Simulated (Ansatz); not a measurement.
**C2H4BBr: up Jacob's ladder to CCSD(T)**

An exercise on one series of results from a longer session: the logs are not shown, and one member is left open.

Program: Ansatz 0.2.0, Gaussian basis. Level of theory: functionals in def2-TZVPP, the program's frozen cores in correlated methods. These are calculated values, not measurements.

The runs, in order: LDA (SPW92), PBE-D4, revPBE-D4, BLYP-D4, r2SCAN-D4, B97M-V, PBE0-D4, B3LYP-D4, r2SCANh-D4, r2SCAN0-D4, HSE06-D4, BHLYP-D4, CAM-B3LYP-D4, LC-ωPBE, ωB97X-V, ωB97M-V, B2PLYP, PBE-QIDH; CCSD(T)/def2-SVP; CCSD(T)/def2-TZVPP; MP2/def2-QZVPP; extrapolation to the limit; RPA on PBE.

### Structure used throughout

The geometry comes from an earlier relaxation with PBE0-D4 in a triple-zeta def2 set; it is a stationary point, not always the lowest conformer.

8 atoms, charge 0, spin multiplicity 1.

Atoms are counted from 1 here; the program's logs count them from 0.

Bond lengths: B1–C2 1.536 Å, B1–H5 1.191 Å, B1–H6 1.196 Å, C2–C3 1.336 Å, C2–Br4 1.905 Å, C3–H7 1.085 Å, C3–H8 1.085 Å. Angles: C2–B1–H5 122.2°, C2–B1–H6 117.0°, H5–B1–H6 120.9°, B1–C2–C3 122.1°, B1–C2–Br4 119.1°, C3–C2–Br4 118.7°, C2–C3–H7 118.6°, C2–C3–H8 123.6°, H7–C3–H8 117.9°.

Coordinates:

| atom | x (Å) | y (Å) | z (Å) |
| --- | --- | --- | --- |
| B1 | 0.04643 | 1.27372 | 0.26874 |
| C2 | 0.22344 | -0.10817 | -0.37782 |
| C3 | -0.28626 | -1.21727 | 0.16464 |
| Br4 | 1.19969 | -0.25058 | -2.00744 |
| H5 | 0.49784 | 2.26370 | -0.21636 |
| H6 | -0.57098 | 1.31859 | 1.29215 |
| H7 | -0.84165 | -1.13332 | 1.09302 |
| H8 | -0.17630 | -2.20378 | -0.27263 |

Set-up of the first run:

in.yaml reads:

```yaml
crystal:
  periodic: [false, false, false]
  atoms:
    - {symbol: B, position_ang: [0.046434, 1.273722, 0.268742]}
    - {symbol: C, position_ang: [0.223440, -0.108171, -0.377824]}
    - {symbol: C, position_ang: [-0.286263, -1.217271, 0.164637]}
    - {symbol: Br, position_ang: [1.199691, -0.250577, -2.007435]}
    - {symbol: H, position_ang: [0.497839, 2.263698, -0.216356]}
    - {symbol: H, position_ang: [-0.570983, 1.318594, 1.292145]}
    - {symbol: H, position_ang: [-0.841651, -1.133316, 1.093022]}
    - {symbol: H, position_ang: [-0.176305, -2.203778, -0.272630]}
basis:
  gaussian: {orbitals: def2-TZVPP}
hamiltonian: {xc: lda}
output: {orbitals: {seedname: orbitals}}
```

Run with:

```console
$ ansatz run in.yaml --threads 2 --pin off --events-out ev --progress --plain --max-ram 4352MiB
```

Among the steps run: LDA; PBE-D4 (GGA); revPBE-D4 (GGA); BLYP-D4 (GGA); r2SCAN-D4 (meta-GGA); B97M-V (meta-GGA); PBE0-D4 (hybrid); B3LYP-D4 (hybrid); r2SCANh-D4 (hybrid); r2SCAN0-D4 (hybrid); HSE06-D4 (hybrid); BHLYP-D4 (hybrid); CAM-B3LYP-D4 (range-separated); LC-ωPBE (range-separated); ωB97X-V (range-separated); ωB97M-V (range-separated); B2PLYP (double hybrid); PBE-QIDH (double hybrid).

One table of the session follows, with a row left open; its other results are not shown here.

It belongs to the step «Orbital energies across the functionals». 

| functional | HOMO (eV) | LUMO (eV) | gap (eV) |
| --- | --- | --- | --- |
| LDA (SPW92) | -6.74 | -3.78 | 2.96 |
| PBE-D4 | -6.56 | -3.50 | 3.06 |
| revPBE-D4 | -6.50 | -3.39 | 3.11 |
| BLYP-D4 | -6.38 | -3.32 | 3.06 |
| r2SCAN-D4 | -6.78 | -3.26 | 3.52 |
| B97M-V | -6.84 | -3.26 | 3.57 |
| PBE0-D4 | -7.66 | -2.53 | 5.12 |
| B3LYP-D4 | -7.42 | -2.72 | 4.69 |
| r2SCANh-D4 | -7.19 | -2.92 | 4.27 |
| r2SCAN0-D4 | -7.81 | -2.40 | 5.41 |
| HSE06-D4 | ? | ? | ? |
| BHLYP-D4 | -8.59 | -1.44 | 7.14 |
| CAM-B3LYP-D4 | -8.91 | -1.40 | 7.51 |
| LC-ωPBE | -10.26 | -0.25 | 10.01 |
| ωB97X-V | -9.90 | -0.32 | 9.58 |
| ωB97M-V | -9.80 | -0.49 | 9.30 |

Q: Estimate the row for HSE06-D4 from the others.

As computed: HOMO (eV): -7.26; LUMO (eV): -2.91; gap (eV): 4.35. In the column «HOMO (eV)» it lies between B3LYP-D4 (-7.42) and r2SCANh-D4 (-7.19).
